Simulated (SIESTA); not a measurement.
**Hf3Be: equation of state with PBE**

The system is Hf3Be.

```
Hf Be
1.0
    -2.09200    2.09200    4.35305
     2.09200   -2.09200    4.35305
     2.09200    2.09200   -4.35305
Hf Be
3 1
Direct
  0.50000 0.50000 0.00000
  0.25000 0.75000 0.50000
  0.75000 0.25000 0.50000
  0.00000 0.00000 0.00000
```

The cell comes from a database or a generator and needn't be the stable form of this composition.

```yaml
Program: SIESTA 5.4.2
Task: equation of state
Functional: PBE
Potentials_or_basis: PseudoDojo 0.4 standard (PBE files)
Basis: DZP (energy shift 0.003 Ry; two zetas on semicore shells)
Grid_cutoff: 800 Ry
Energy_shift: 0.003 Ry
k_mesh: 9 × 9 × 9
Occupations: fermi-dirac, width 0.05 eV
Spin: no spin polarisation
```

```json
{
  "Equilibrium volume": "19.13 Å³/atom (rough: see the caveat)",
  "Bulk modulus at fixed shape and positions": "114 GPa (rough)"
}
```

Energy against volume, from the lowest point:
| volume (Å³/atom) | energy (meV/atom) |
| --- | --- |
| 17.908 | 28.32 |
| 18.289 | 11.52 |
| 18.670 | 4.01 |
| 19.051 | 0.03 |
| 19.432 | 0.00 |
| 19.813 | 7.78 |
| 20.194 | 19.61 |

All runs of the series together: 19 min on 1 thread of Arm Neoverse V2, on a shared host.

Caveat: the fit is doubtful: noisy points or a state that changes with volume; short orbitals over semicore shells can move pressures by several GPa; the cell was scaled at fixed shape and fractional positions, which overstates the stiffness of a crystal with free parameters, most of all of layers and chains; the basis of atomic orbitals isn't converged, which shifts pressures, moduli and gaps. The run has no spin-orbit coupling, so splittings on Hf are missing.
